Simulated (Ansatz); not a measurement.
**IrS (rocksalt): a single-point run**

The task is a single-point run on IrS (rocksalt). The structure is shown as the input types it.

Method: DFT r2SCAN, scalar-relativistic, plane waves, PAW, in Ansatz 0.2.0.

### 1 Starting point

The structure is cubic, space group Fm-3m (No. 225). Conventional cell: a = 4.921 Å, b = 4.921 Å, c = 4.921 Å, α = 90.00°, β = 90.00°, γ = 90.00°. Ir (site symmetry m-3m) is surrounded by 6 S at 2.46 Å. S (site symmetry m-3m) is surrounded by 6 Ir at 2.46 Å.

Coordinates:

```cif
data_structure
_symmetry_space_group_name_H-M 'Fm-3m'
_symmetry_Int_Tables_number 225
_cell_length_a 4.9210
_cell_length_b 4.9210
_cell_length_c 4.9210
_cell_angle_alpha 90.000
_cell_angle_beta 90.000
_cell_angle_gamma 90.000
_cell_volume 119.17
loop_
_atom_site_label
_atom_site_type_symbol
_atom_site_symmetry_multiplicity
_atom_site_Wyckoff_symbol
_atom_site_fract_x
_atom_site_fract_y
_atom_site_fract_z
_atom_site_occupancy
Ir1 Ir 4 b 0.50000 0.00000 0.00000 1
S1 S 4 a 0.00000 0.00000 0.00000 1
```

### 2 The run

The input, input.yaml:

```yaml
crystal:
  lattice:
    - [0.0, 2.4605182162, 2.4605182162]
    - [2.4605182162, 0.0, 2.4605182162]
    - [2.4605182162, 2.4605182162, 0.0]
  atoms:
    - { symbol: Ir, position: [0.5, 0.5, 0.5] }
    - { symbol: S, position: [0.0, 0.0, 0.0] }
basis:
  ecutwfc: 500
  ecutrho_ratio: 2
kpoints:
  mp_grid: { grid: [12, 12, 12] }
hamiltonian:
  xc: r2scan
scf:
  occupations: { method: gaussian, width: 0.05 }
  max_iter: 80
output:
  forces: true
  stress: true
```

On the command line:

```
$ ansatz run input.yaml --threads 2 --pin off --max-ram 2662MiB --backend cpu --events-out ev --progress --plain --runs-dir out
```

**Question.** How will this run end, and is anything wrong with its input?

This run ends as converged, with warnings (cutoff below recommended). Its log warns: «basis.ecutrho_ratio = 2 (ecutrho = 1000 eV) is below the records' recommended 2000 eV»

Look at the input: basis.ecutrho_ratio is 2. The risk: density grid too coarse. It still converged here, which does not make the setting sound.

The test: set basis.ecutrho_ratio to 4.
